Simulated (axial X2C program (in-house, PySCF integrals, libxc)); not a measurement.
# A two-component session on SnP⁺: EOM-EE-CCSD levels

Wanted for SnP⁺: EOM-EE-CCSD levels, at the two-component level.

The runs use an in-house X2C program for linear molecules on PySCF integrals; two-component X2C with atomic mean-field terms, Sn dyall-acv3z, P dyall-av3z.

All values are calculated.

### 1 Set-up

task.json

```json
{"zs": [50, 15], "q": 1, "bas": ["dyall-acv3z", "dyall-av3z"], "r0": 2.32, "eom": "ee", "thr": -2.0, "nmax": 88}
```

Keys: zs atomic numbers; q charge; bas basis sets; r0 starting distance in Å; eom kind of EOM run; thr threshold in hartree for freezing inner shells (an s shell follows its p shell); nmax most natural virtual spinors.

On the command line:

```sh
> python soeom.py task.json out
```

Nuclei are Gaussian, cores are contracted, and the Gaunt term is on.

### 2 EOM-EE-CCSD at 2.518 Å

Reference: the closed shell SnP⁺; 18 electrons correlated, 84 virtual spinors; roots sought by Ω: 0: 5, 1: 4, 2: 3, 3: 1.

Output:

```text
two-component X2C + atomic mean field  HF
basis functions 207  fitting functions 1060  grid points 5081
iter        total energy     max residual
   1      -6512.431873191     2.09e-01
   2      -6512.458894630     4.40e-03
   3      -6512.460047485     1.23e-03
   4      -6512.460249341     8.06e-04
   5      -6512.460317857     4.88e-04
   6      -6512.460357258     2.73e-04
   7      -6512.460368658     1.05e-04
   8      -6512.460371106     1.73e-05
   9      -6512.460371174     6.17e-06
  10      -6512.460371185     4.23e-06
  11      -6512.460371189     2.68e-06
  12      -6512.460371192     1.09e-06
  13      -6512.460371192     3.02e-07
converged
one-electron -9254.64535595  Coulomb 2774.50134272  exact exchange -186.36780093  xc functional 0.00000000  nuclear repulsion 157.61831143  atomic mean-field constant -3.56686846
correlated 18  virtual 294  natural virtual 84  E(MP2) -0.634029804  MP2 remainder -0.157594080
iter   CCSD correlation   residual
   1     -0.460841825   1.78e-01
   2     -0.476216415   9.81e-02
   3     -0.480919544   6.60e-02
   4     -0.481619255   4.42e-02
   5     -0.483411084   3.03e-02
   6     -0.483872423   1.59e-02
   7     -0.484065692   6.45e-03
   8     -0.484210728   3.05e-03
   9     -0.484166763   1.43e-03
  10     -0.484199681   7.17e-04
  11     -0.484195510   3.99e-04
  12     -0.484201444   2.60e-04
  13     -0.484201289   1.72e-04
  14     -0.484200887   1.03e-04
  15     -0.484200974   6.25e-05
  16     -0.484201412   4.06e-05
  17     -0.484201838   2.76e-05
  18     -0.484202725   1.95e-05
  19     -0.484203263   1.18e-05
  20     -0.484203567   6.16e-06
  21     -0.484203658   3.47e-06
  22     -0.484203680   2.15e-06
  23     -0.484203685   1.44e-06
(T) -0.015985868  T1 0.0209  D1 0.0439  max T2 0.235
EOM-EE-CCSD roots
2*Omega      energy/Eh   energy/eV  one-particle weight
    0       0.07054764      1.9197      0.718
    0       0.07056679      1.9202      0.663
    0       0.08508143      2.3152      0.125
    0       0.09811051      2.6697      0.928
    0       0.10655445      2.8995      0.068
    2      -0.01321778     -0.3597      0.956
    2       0.02775503      0.7553      0.897
    2       0.07723841      2.1018      0.805
    2       0.09871861      2.6863      0.932
    4       0.01444349      0.3930      0.937
    4       0.01944140      0.5290      0.934
    4       0.09766819      2.6577      0.829
    6       0.15086136      4.1051      0.000
```

T1 in the output is the amplitude norm over the root of the electron number; divide by √2 for the Lee–Taylor value.

```
 Ω  excitation (eV)                            hole                       particle  singles weight
 1           -0.360             74% P pπ, 13% Sn pπ            76% P pπ, 13% Sn pπ            0.96
 2            0.393   37% P pπ, 29% P pσ, 18% Sn pσ            70% P pπ, 20% Sn pπ            0.94
 2            0.529   39% P pπ, 23% P pσ, 16% Sn pσ            68% P pπ, 22% Sn pπ            0.93
 1            0.755             51% P pσ, 35% Sn pσ            64% P pπ, 26% Sn pπ            0.90
0⁻            1.920  45% P pσ, 37% Sn pσ, 11% Sn sσ   69% Sn pπ, 13% P pπ, 9% P dπ            0.72
0⁺            1.920  44% P pσ, 37% Sn pσ, 11% Sn sσ   69% Sn pπ, 13% P pπ, 9% P dπ            0.66
 1            2.102  46% P pσ, 37% Sn pσ, 10% Sn sσ   69% Sn pπ, 13% P pπ, 9% P dπ            0.80
 2            2.658  44% P pσ, 37% Sn pσ, 12% Sn sσ   61% Sn pπ, 20% P pπ, 9% P dπ            0.83
0⁻            2.670   74% P pπ, 14% Sn pπ, 6% Sn dπ  66% Sn pπ, 14% P pπ, 11% P dπ            0.93
 1            2.686   74% P pπ, 14% Sn pπ, 6% Sn dπ  66% Sn pπ, 14% P pπ, 11% P dπ            0.93
```

Wall time 97 s (1 thread of Arm Neoverse V1, shared host); peak memory 1.1 GiB.

### 3 What came out

| quantity | value |
| --- | --- |
| lowest root at 2.518 Å | Ω = 1, -0.360 eV |
| next root led by one particle | Ω = 2, about 6070 cm⁻¹ higher |
| T1 of the reference | 0.015 |

What this shows: The lowest root lies 0.36 eV below the closed-shell reference. The closed-shell reference lies 0.78 eV above the lowest determinant found, so these energies count from an excited configuration. Errors of 0.1 to 0.3 eV are usual at this size, and roots led by higher excitations are left out, so the list is incomplete, and low states of that kind can be missing. T1 or the largest double amplitude of the reference is raised, which lowers the reliability.
